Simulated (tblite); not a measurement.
# C5H10GaNSSi: the cost of one run

Computed with tblite 0.8.0 and PySCF 2.14.0, with density-fitted response routines of our own, on a single molecule in the gas phase. Atoms are numbered from 0 throughout.

## (1) Starting geometry

19 atoms, charge 0, multiplicity 1; geometry from: force field or distance geometry start.

Bonds of the start (Å): Si0–S1 2.18, S1–Ga2 2.28, Ga2–N3 1.91, N3–C4 1.34, C4–C5 1.40, C5–C6 1.38, C6–C7 1.39, C7–C8 1.38, C8–N3 1.37, Si0–H9 1.48, Si0–H10 1.44, Si0–H11 1.47, Ga2–H12 1.58, Ga2–H13 1.62, C4–H14 1.09, C5–H15 1.09, C6–H16 1.08, C7–H17 1.10, C8–H18 1.09.

## (2) Geometry optimisation with GFN2-xTB

What the job is given:

```
{"job": {"kind": "relax", "xc": "GFN2-xTB", "basis": "xTB"}, "charge": 0, "multiplicity": 1}
Si     4.397000     0.795600    -0.233300
S      2.310200     1.409000    -0.114900
Ga     1.134400    -0.541900    -0.206100
N     -0.741000    -0.222800     0.003600
C     -1.221600     0.904100     0.556600
C     -2.601600     1.080000     0.686200
C     -3.462500     0.090400     0.271900
C     -2.932800    -1.070500    -0.271000
C     -1.564300    -1.233600    -0.404600
H      4.518300    -0.271000     0.780000
H      5.293700     1.901500     0.009600
H      4.566200     0.157200    -1.549100
H      1.492200    -1.363300    -1.504500
H      1.631900    -1.435700     1.052300
H     -0.520800     1.673600     0.865200
H     -3.027100     1.980600     1.128100
H     -4.534000     0.176200     0.364800
H     -3.596600    -1.877100    -0.608300
H     -1.151400    -2.143100    -0.834100
```

Launch:

```
> OMP_NUM_THREADS=1 python probes_run.py task.json out
```

The driver reads the jobs from task.json and runs them one after another.

**Question.** How long does this first job take on 1 thread of Arm Neoverse N1, shared host?

About 2 s.
